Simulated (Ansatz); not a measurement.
# F4Ni: the cost of one run

Method: DFT unrestricted B3LYP, scalar-relativistic (X2C), Gaussian basis x2c-TZVPPall, and further levels as typed in the inputs, in Ansatz 0.2.0.

## Step 1: Starting point

Bond lengths: Ni1–F2 1.735 Å, Ni1–F3 1.735 Å, Ni1–F4 1.739 Å, Ni1–F5 1.704 Å. Angles: F2–Ni1–F3 130.9°, F2–Ni1–F4 98.9°, F2–Ni1–F5 100.2°, F3–Ni1–F4 98.6°, F3–Ni1–F5 101.0°, F4–Ni1–F5 132.2°.

As a file:

```xyz
5

Ni   -0.0032   -0.0160   -0.0154
F     1.5747   -0.0022    0.7062
F    -1.5819    0.0201    0.7027
F     0.0042    1.5782   -0.7100
F    -0.0002   -1.5700   -0.7145
```

## Step 2: Relaxing the atoms: F4Ni

input.yaml

```yaml
relax:
  f_tol: 0.001
  max_steps: 200
crystal:
  periodic: [false, false, false]
  atoms:
    - { symbol: Ni, position_ang: [-0.003189, -0.01603, -0.015352] }
    - { symbol: F, position_ang: [1.57473, -0.002167, 0.706203] }
    - { symbol: F, position_ang: [-1.581928, 0.020108, 0.702687] }
    - { symbol: F, position_ang: [0.004222, 1.578179, -0.710034] }
    - { symbol: F, position_ang: [-0.000163, -1.569991, -0.714503] }
magnetization:
  spin_polarized: true
  initial_magnetization: 4
basis:
  gaussian: { orbitals: x2c-TZVPPall }
hamiltonian:
  xc: { name: B3LYP }
output:
  orbitals: {}
```

The run is started by

```
ansatz run input.yaml --threads 4 --pin off --max-ram 8192MiB --backend cpu --events-out ev --progress --plain --runs-dir out
```

What time and memory should one allow on 4 threads of Arm Neoverse V1, shared host?

About 3.8 min, with a peak of 0.92 GiB.
